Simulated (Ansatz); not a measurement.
Input of an Ansatz 0.2.0 run:

The input input.yaml:

```yaml
crystal:
  lattice:
    - [0.0, 2.64, 2.64]
    - [2.64, 0.0, 2.64]
    - [2.64, 2.64, 0.0]
  atoms:
    - { symbol: Si, position: [0.0, 0.0, 0.0] }
    - { symbol: Be, position: [0.25, 0.25, 0.25] }
    - { symbol: Be, position: [0.75, 0.75, 0.75] }
hamiltonian:
  xc: pbe
  pseudopotentials: { kind: paw, source: ansatz }
kpoints:
  mp_grid: { grid: [9, 9, 9] }
scf:
  occupations: { method: fermi_dirac, width: 0.05 }
output:
  forces: true
  stress: true
  eigenvalues: true
```

Potentials or basis: Ansatz PAW earlier set.

Launch:

```sh
$ ansatz run input.yaml --threads 2 --pin off --max-ram 5632MiB --backend cpu --events-out ev --progress --plain --runs-dir out
```

(1) Predict the pressure.

(2) What does it give for the band gap on the k mesh?

## Answers

(1) 0.2 GPa.

(2) none (metal or under the smearing width).
